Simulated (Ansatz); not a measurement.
**C₈H₁₄ClNOZr: small, medium and large basis sets**

How large a basis does C₈H₁₄ClNOZr need? Two functionals are run in growing sets.

Method: one geometry, several basis sets; program: Ansatz 0.2.0, Gaussian basis.

The runs, in order: PBE0-D4/def2-SVP; ωB97M-V/def2-SVP; PBE0-D4/def2-QZVPP; ωB97M-V/def2-QZVPP; the functionals' def2-TZVPP values are taken from earlier runs.

## (1) The relaxed structure

The geometry comes from an earlier relaxation with PBE0-D4 in a triple-zeta def2 set; it is a stationary point, not always the lowest conformer. Zr takes the def2 core potential; no spin-orbit term is included.

SMILES `C[O][Zr]1234([Cl])([N](C)C)[C@H]5[C@@H]1[C@@H]2[C@@H]3[C@H]54`, 26 atoms, charge 0, spin multiplicity 1.

Atoms are counted from 1 here; the program's logs count them from 0.

Bond lengths: C1–O2 1.388 Å, C1–H13 1.095 Å, C1–H14 1.097 Å, C1–H15 1.095 Å, O2–Zr3 1.913 Å, Zr3–Cl4 2.411 Å, Zr3–N5 2.031 Å, Zr3–C8 2.522 Å, Zr3–C9 2.517 Å, Zr3–C10 2.527 Å, Zr3–C11 2.559 Å, Zr3–C12 2.564 Å, N5–C6 1.441 Å, N5–C7 1.441 Å, C6–H16 1.099 Å, C6–H17 1.101 Å, C6–H18 1.092 Å, C7–H19 1.099 Å and more. Angles: O2–C1–H13 110.2°, O2–C1–H14 111.2°, O2–C1–H15 110.5°, H13–C1–H14 108.2°, H13–C1–H15 108.2°, H14–C1–H15 108.4°, C1–O2–Zr3 157.7°, O2–Zr3–Cl4 108.5°, O2–Zr3–N5 102.9°, O2–Zr3–C8 90.1°, O2–Zr3–C9 120.3°, O2–Zr3–C10 140.6°, O2–Zr3–C11 115.8°, O2–Zr3–C12 88.1°, Cl4–Zr3–N5 104.3°, Cl4–Zr3–C8 138.6°, Cl4–Zr3–C9 125.6°, Cl4–Zr3–C10 93.7° and more.

## (2) PBE0-D4 in def2-SVP

in.yaml reads:

```yaml
crystal:
  periodic: [false, false, false]
  atoms:
    - {symbol: C, position_ang: [-1.318674, -2.564189, -1.605802]}
    - {symbol: O, position_ang: [-0.914636, -1.263842, -1.335599]}
    - {symbol: Zr, position_ang: [0.224336, 0.144442, -0.719187]}
    - {symbol: Cl, position_ang: [0.967248, 1.416490, -2.627868]}
    - {symbol: N, position_ang: [-1.066774, 1.385944, 0.238244]}
    - {symbol: C, position_ang: [-2.438290, 1.107710, 0.580180]}
    - {symbol: C, position_ang: [-0.606268, 2.635831, 0.786674]}
    - {symbol: C, position_ang: [1.197906, -1.400831, 1.020464]}
    - {symbol: C, position_ang: [1.460283, -0.085084, 1.461301]}
    - {symbol: C, position_ang: [2.374692, 0.497144, 0.559969]}
    - {symbol: C, position_ang: [2.692196, -0.465667, -0.426709]}
    - {symbol: C, position_ang: [1.973437, -1.638007, -0.137126]}
    - {symbol: H, position_ang: [-2.363455, -2.705819, -1.308964]}
    - {symbol: H, position_ang: [-0.704964, -3.291136, -1.059652]}
    - {symbol: H, position_ang: [-1.234994, -2.776273, -2.676725]}
    - {symbol: H, position_ang: [-3.106568, 1.898488, 0.210275]}
    - {symbol: H, position_ang: [-2.583158, 1.042709, 1.669759]}
    - {symbol: H, position_ang: [-2.761996, 0.163608, 0.138171]}
    - {symbol: H, position_ang: [-1.208932, 3.476931, 0.416419]}
    - {symbol: H, position_ang: [0.429336, 2.838414, 0.495840]}
    - {symbol: H, position_ang: [-0.656735, 2.649714, 1.886842]}
    - {symbol: H, position_ang: [0.524421, -2.103983, 1.489475]}
    - {symbol: H, position_ang: [1.023424, 0.394078, 2.324732]}
    - {symbol: H, position_ang: [2.766688, 1.503045, 0.607055]}
    - {symbol: H, position_ang: [3.347979, -0.310495, -1.269905]}
    - {symbol: H, position_ang: [1.983498, -2.549219, -0.717852]}
basis:
  gaussian: {orbitals: def2-SVP}
hamiltonian: {xc: pbe0, dispersion: d4}
output: {orbitals: {seedname: orbitals}}
```

Launch:

```sh
> ansatz run in.yaml --threads 11 --pin off --events-out ev --progress --plain --max-ram 110592MiB --backend cpu
```

After this run come: ωB97M-V in def2-SVP; PBE0-D4 in def2-QZVPP; ωB97M-V in def2-QZVPP.

**Question.** What will the summary of the whole plan be? Wanted: PBE0-D4: double and triple zeta above quadruple; ωB97M-V: double and triple zeta above quadruple.

As calculated:

| quantity | value |
| --- | --- |
| PBE0-D4: double and triple zeta above quadruple | 18.83, 1.10 eV |
| ωB97M-V: double and triple zeta above quadruple | 19.33, 1.05 eV |

What this shows: PBE0-D4 gains 17.72 eV from double to triple zeta, then 1.10 eV more. These are total energies; as a rule much of such shifts cancels in differences, which this series doesn't test. The LUMO of ωB97M-V is positive and keeps falling with the basis (1.45 to 0.74 eV): an unbound level that the basis holds in place.
